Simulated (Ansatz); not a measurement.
TePb, space group Fm-3m: an equation of state with a fit, run with Ansatz 0.2.0, Python API.

`tepb.py`
```python
from dataclasses import dataclass
import warnings

import ansatz as az
from ase.eos import EquationOfState
from ase.units import GPa
import numpy as np


@dataclass
class Settings:
    functional: str = "r2scan"
    dispersion: str = "d3bjatm"
    smearing: str = "fermi_dirac"
    cutoff_ev: int = 550
    tolerance: float = 1e-06
    max_iterations: int = 80
    mesh: tuple[int, ...] = (5, 5, 5)


cfg = Settings()

vectors0 = np.array([
    [0.0, 3.231, 3.231],
    [3.231, 0.0, 3.231],
    [3.231, 3.231, 0.0],
])
sites = [
    ("Te", (0.5, 0.5, 0.5)),
    ("Pb", (0.0, 0.0, 0.0)),
]


def make_crystal(cell):
    crystal = az.Crystal(lattice=az.Lattice.of(cell))
    for symbol, position in sites:
        crystal = crystal.atom(symbol, position)
    return crystal


def main() -> None:
    warnings.simplefilter("ignore", az.DeckWarning)

    volumes, energies = [], []
    for scale in np.linspace(0.95, 1.07, 5):
        cell = vectors0 * scale ** (1 / 3)
        job = make_crystal(cell).calculation()
        job = job.functional(cfg.functional, dispersion=cfg.dispersion).occupations(cfg.smearing)
        job = job.basis(cfg.cutoff_ev, xc_grid=2)
        job = job.eigensolver("davidson", full_accuracy=True)
        job = job.scf(tolerance=cfg.tolerance, max_iterations=cfg.max_iterations)
        job = job.accuracy("low")
        job = job.kpoints(*cfg.mesh)
        summary = job.run().report
        volumes.append(abs(np.linalg.det(cell)) / len(sites))
        energies.append(summary["free_energy_ev"] / len(sites))
        print(f"V = {volumes[-1]:8.4f} A^3/atom  F = {energies[-1]:.5f} eV/atom")

    eos = EquationOfState(volumes, energies, eos="vinet")
    v0, e0, bulk = eos.fit()
    print(f"V0 = {v0:.4f} A^3/atom, E0 = {e0:.5f} eV/atom, B = {bulk / GPa:.1f} GPa")


if __name__ == "__main__":
    main()
```

From its runs, with one value withheld:

| V (Å³/atom) | F less the lowest row shown (meV/atom) |
| --- | --- |
| 32.043 | ? |
| 33.055 | 6.83 |
| 34.067 | 0.00 |
| 35.079 | 1.66 |
| 36.091 | 10.02 |

What is the missing energy at 32.043 Å³ an atom?

A third-order Birch-Murnaghan fit, E = E0 + (9 V0 B0 / 16) [(t - 1)³ B' + (t - 1)² (6 - 4t)] with t = (V0/V)^(2/3), through the 4 rows shown gives V0 = 34.346 Å³, B0 = 42.6 GPa, B' = 6.97 and E0 = -0.31 meV. At V = 32.043 Å³, t = 1.04735, and the fit extrapolates to 24.36 meV. The run gave 23.75 meV, a miss of 0.61 meV.

Notes:
- These settings explore the input space; cutoff and mesh may be short of convergence.
- Spin-orbit coupling, which matters for elements this heavy, is left out.
- The structure is a deposited one; some such entries were measured under pressure or heat, so a shift against it needn't be the functional's error alone.
- It ran for 16 s on 1 thread of Arm Neoverse V2 (shared host), peak memory 0.41 GiB.
